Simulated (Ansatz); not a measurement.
# Br₃HHfO: small, medium and large basis sets

The task here is to estimate one member of a computed series from the others.

Program: Ansatz 0.2.0, Gaussian basis. Level of theory: one geometry, several basis sets. These are calculated values, not measurements.

Plan: PBE0-D4/def2-SVP; ωB97M-V/def2-SVP; PBE0-D4/def2-QZVPP; ωB97M-V/def2-QZVPP; the functionals' def2-TZVPP values are taken from earlier runs.

**The relaxed structure**

An earlier PBE0-D4 in a triple-zeta def2 set relaxation fixed the geometry. Hf takes the def2 core potential; no spin-orbit term is included.

6 atoms, charge 0, spin multiplicity 1.

Atoms are counted from 1 here; the program's logs count them from 0.

Bond lengths: O1–Hf2 1.877 Å, O1–H6 0.953 Å, Hf2–Br3 2.490 Å, Hf2–Br4 2.490 Å, Hf2–Br5 2.490 Å. Angles: Hf2–O1–H6 179.9°, O1–Hf2–Br3 109.0°, O1–Hf2–Br4 109.0°, O1–Hf2–Br5 109.0°, Br3–Hf2–Br4 109.9°, Br3–Hf2–Br5 109.9°, Br4–Hf2–Br5 109.9°.

The first run:

Input file in.yaml:

```yaml
crystal:
  periodic: [false, false, false]
  atoms:
    - {symbol: O, position_ang: [-0.742798, 0.240478, 1.278363]}
    - {symbol: Hf, position_ang: [0.187937, -0.061012, -0.323230]}
    - {symbol: Br, position_ang: [2.548020, -0.650466, 0.208691]}
    - {symbol: Br, position_ang: [-0.898276, -1.934333, -1.552472]}
    - {symbol: Br, position_ang: [0.120564, 2.010912, -1.702672]}
    - {symbol: H, position_ang: [-1.215447, 0.394420, 2.091310]}
basis:
  gaussian: {orbitals: def2-SVP}
hamiltonian: {xc: pbe0, dispersion: d4}
output: {orbitals: {seedname: orbitals}}
```

Command:

```sh
$ ansatz run in.yaml --threads 4 --pin off --events-out ev --progress --plain --max-ram 11315MiB
```

Steps of the session up to this table: PBE0-D4 in def2-SVP; ωB97M-V in def2-SVP; PBE0-D4 in def2-QZVPP; ωB97M-V in def2-QZVPP.

One of the session's tables, all rows but one given; the rest of the session is left out.

It belongs to the step «Functionals by basis». 

```
functional       basis  HOMO (eV)  LUMO (eV)
   PBE0-D4    def2-SVP          ?          ?
   PBE0-D4  def2-TZVPP      -8.56      -1.73
   PBE0-D4  def2-QZVPP      -8.57      -1.74
   ωB97M-V    def2-SVP     -10.65       0.32
   ωB97M-V  def2-TZVPP     -10.69       0.27
   ωB97M-V  def2-QZVPP     -10.70       0.25
```

**Question.** Estimate the row for PBE0-D4, def2-SVP.

**Answer.** HOMO (eV): -8.54; LUMO (eV): -1.71. In the column «HOMO (eV)» it is the highest.
